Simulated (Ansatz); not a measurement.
# TiHCl (triplet): the correlation ladder at a displaced geometry (v1), def2-SVP

An exercise on one series of results from a longer session: the logs are not shown, and one member is left open.

Program: Ansatz 0.2.0, Gaussian basis. Level of theory: def2-SVP, core rule «outside noble gas», up to 14 orbitals frozen. These are calculated values, not measurements.

To be run: UHF; CCSD(T) on ROHF; CCSD(T) on UHF; CISD as a restricted active space (open shells left free, so some higher excitations enter); CCSDT(Q) on ROHF; CCSDT(Q) on UHF.

32 further runs of the same task are left out: 8 for a known fault of the program, 12 that didn't finish, 12 set aside as unsound or not needed. Runs told in other sessions of the task aren't counted.

### The system

The geometry is a PBE0/def2-TZVP stationary point (not a proven minimum) with its atoms shifted at random (size 0.040 Å).

3 atoms, charge 0, spin multiplicity 3.

Atoms are counted from 1 here; the program's logs count them from 0.

Bond lengths: Ti1–Cl2 2.266 Å, Ti1–H3 1.753 Å. Angles: Cl2–Ti1–H3 178.2°.

The first run:

File in.yaml:

```yaml
crystal:
  periodic: [false, false, false]
  atoms:
    - {symbol: Ti, position_ang: [-0.015433, -0.009008, 0.171540]}
    - {symbol: Cl, position_ang: [-0.016266, -0.025151, -2.094513]}
    - {symbol: H, position_ang: [0.031698, 0.034159, 1.922973]}
basis:
  gaussian: {orbitals: def2-SVP}
magnetization: {spin_polarized: true, initial_magnetization: 2}
hamiltonian: {xc: hf}
output: {orbitals: {seedname: orbitals}}
```

On the command line:

```
ansatz run in.yaml --threads 1 --pin off --events-out ev --progress --plain --max-ram 2393MiB
```

Among the steps run: UHF; CCSD(T) on ROHF; CCSD(T) on UHF; CISD as a restricted active space (open shells left free, so some higher excitations enter); CCSDT(Q) on ROHF; CCSDT(Q) on UHF.

One of the session's tables, all rows but one given; the rest of the session is left out.

```
   method  from RCCSDT(Q) (meV)
     ROHF               +5765.0
      UHF               +5628.7
     RMP2                +849.3
     UMP2                +776.5
    RCCSD                +151.6
    UCCSD                 +96.2
 RCCSD(T)                 +33.7
 UCCSD(T)                 -21.0
   RCCSDT                     ?
   UCCSDT                 -45.4
RCCSDT(Q)                     0
UCCSDT(Q)                 -56.8
```

**Question.** Estimate the row for RCCSDT.

**Answer.** from RCCSDT(Q) (meV): +9.3. In the column «from RCCSDT(Q) (meV)» it lies between RCCSDT(Q) (0) and RCCSD(T) (+33.7).

Not comparable, so not listed: CISD as a restricted active space (open shells left free, so some higher excitations enter) (they don't share determinant, frozen orbitals or solution with the rows shown, or repeat one).

Caveats from the session: Restricted and unrestricted rows rest on different reference determinants; a gap between their highest levels can come from leftover correlation error, from unlike frozen cores or from another state.
